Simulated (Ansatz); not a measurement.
LiMg5, space group P-62m, a single point from a YAML input

Run with the Ansatz DFT code, driven from Python.

The script reads `limg5.yaml`:
```yaml
crystal:
  lattice:
    - [5.472994, 0.0, 0.0]
    - [-2.736497, 4.739752, 0.0]
    - [0.0, 0.0, 5.069956]
  atoms:
    - { symbol: Li, position: [0.0, 0.0, 0.5] }
    - { symbol: Mg, position: [0.0, 0.671421, 0.0] }
    - { symbol: Mg, position: [0.671421, 0.0, 0.0] }
    - { symbol: Mg, position: [0.328579, 0.328579, 0.0] }
    - { symbol: Mg, position: [0.666667, 0.333333, 0.5] }
    - { symbol: Mg, position: [0.333333, 0.666667, 0.5] }
kpoints:
  mp_grid: { grid: [5, 5, 5] }
hamiltonian:
  xc: lda
scf:
  occupations: { method: gaussian, width: 0.05 }
basis:
  ecutwfc: "35 Ry"
output:
  stress: true
  eigenvalues: true
```

The script, `yaml_run.py`:
```python
'''LiMg5 from YAML text.'''

import ansatz as az
import numpy as np


def main() -> None:
    planned = az.Session.from_deck('limg5.yaml').plan(threads=1, pin='off')
    done = planned.execute()
    summary = done.report

    print('%-22s %14.5f eV' % ('F = E - TS', summary['free_energy_ev']))
    print('%-22s %14.5f eV' % ('E', summary['internal_energy_ev']))
    print('%-22s %14.5f eV' % ('Harris-Foulkes', summary['harris_foulkes_ev']))
    print('%-22s %14.5f eV' % ('Fermi level', summary['fermi_energy_ev']))

    # the stress is positive in compression
    stress = np.array(summary['stress_gpa'])
    print(f'pressure {np.trace(stress) / 3:.3f} GPa')
    print('stress tensor, GPa, positive in compression')
    print(np.round(stress, 3) + 0.0)


if __name__ == '__main__':
    main()
```

Output of `python yaml_run.py`:
```text
DeckWarning: the atoms were moved onto the symmetric positions of the space group found under crystal.symmetry.tolerance 1.0e-5 (fractional; no operation is sought that the atoms, as they stand in a round, miss by more than twice it, and no atom is moved by as much as it), and the run uses the moved positions. Before [...]
F = E - TS                -9709.81545 eV
E                         -9709.81246 eV
Harris-Foulkes            -9709.81545 eV
Fermi level                   4.97727 eV
pressure -1.506 GPa
stress tensor, GPa, positive in compression
[[-1.713  0.     0.   ]
 [ 0.    -1.713  0.   ]
 [ 0.     0.    -1.094]]
```
(Warnings from the package without file and line, shortened, repeats left out.)

What to keep in mind:
- Absolute energies stand on the zero of these potentials, so only differences at equal settings mean something. A total without «per atom» is that of the cell as typed.
- The mesh is modest for a metal, so energies can be off by several to tens of meV an atom and pressures by half a GPa or more; differences at equal mesh fare better.
- Only differences from the Fermi energy are physical; the zero of the scale is a convention.
- This cell is a computed structure, which may not be the phase found in nature.
- Timing: 3.6 s on 1 thread of Intel(R) Xeon(R) Platinum 8488C (Sapphire Rapids) (shared host), peak memory 0.41 GiB.
